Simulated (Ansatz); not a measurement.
# SnSe2: straining the crystal, uniaxial strain along a

Aim: apply uniaxial strain along a to SnSe2 from -6 to +6 %, where the lengths of b and c and the atoms relax, the angles are held, and follow energy, stress and any gap.

Program: Ansatz 0.2.0. Level of theory: DFT r2SCAN, scalar-relativistic, plane waves, PAW. These are calculated values, not measurements.

2 further runs of the same task are left out: 2 set aside as unsound or not needed.

**1. The system as given**

It takes space group P-3m1 (No. 164, trigonal). The conventional cell has a = 3.841 Å, b = 3.841 Å, c = 6.525 Å, α = 90.00°, β = 90.00°, γ = 120.00°. Sn (site symmetry -3m) has 6 Se at 2.72 Å as nearest neighbours. Around Se (site symmetry 3m) lie 3 Sn at 2.72 Å.

Coordinates:

```
Sn Se
1.0
     3.84056    0.00000    0.00000
    -1.92028    3.32602    0.00000
     0.00000    0.00000    6.52463
Sn Se
1 2
Cartesian
  0.0000 0.0000 0.0000
  1.9203 1.1087 4.9507
  0.0000 2.2173 1.5739
```

It goes back to an entry of the Materials Project.

This cell was relaxed beforehand with the same method: volume 27.78 Å³/atom, gap on the mesh 1.04 eV.

The unstrained cell was computed beforehand with the same settings: E(σ→0) = -16996.1734 eV for 3 atoms, gap 0.99 eV over the zone.

**2. Strain -2.0 %**

File input.yaml:

```yaml
crystal:
  lattice:
    - [3.7637491016, 0.0, 0.0]
    - [-1.8818745508, 3.3426529052, 0.0]
    - [0.0, 0.0, 6.5572550188]
  atoms:
    - { symbol: Sn, position: [0.0, 0.0, 0.0] }
    - { symbol: Se, position: [0.6666666667, 0.3333333333, 0.7587693369] }
    - { symbol: Se, position: [0.3333333333, 0.6666666667, 0.2412306631] }
basis:
  ecutwfc: 500
kpoints:
  mp_grid: { grid: [12, 12, 4] }
hamiltonian:
  xc: r2scan
scf:
  occupations: { method: gaussian, width: 0.02 }
output:
  forces: true
  stress: true
  eigenvalues: true
relax:
  adjacent_minimum: "off"
  f_tol: 0.008
  max_steps: 40
  cell: { stress_tol: 0.015, fix: [a, angles] }
```

Launch:

```console
> ansatz run input.yaml --threads 1 --pin off --max-ram 2560MiB --backend cpu --events-out ev --progress --plain --runs-dir out
```

The session goes on with these runs: the gap over the whole zone at -2.0 %; the cell strained by +2.0 %; seeking the band edges at +2.0 %; At -4.0 %; the cell strained by +4.0 %; the cell strained by -6.0 %; At +6.0 %.

Q: Predict the outcome of this session. Wanted: (1/V) d²E/dε², innermost pair; strain of the free axis b per applied strain; gap shift, negative and positive side.

As calculated:

```
                                    quantity                   value
                         largest energy cost  3.5 meV/atom at -2.0 %
               (1/V) d²E/dε², innermost pair                  95 GPa
strain of the free axis b per applied strain                    0.07
       gap shift, negative and positive side      +81, -48 meV per %
```

**Reading.** The pair at ±2.0 % gives a curvature of 95 GPa, a rough value of Young's modulus along a, angles held; so few points cannot test it. The free axis b moves with the applied strain (factor 0.07). The gap runs from 0.83 eV at -2.0 % through 0.99 to 0.90 eV at +2.0 %. Where a structure here is layered, its layers are held mostly by dispersion, which this level lacks, so their spacing and the stiffness across them are unreliable there.

Spin-orbit coupling is left out, though the cell holds Sn; it can move the gap.
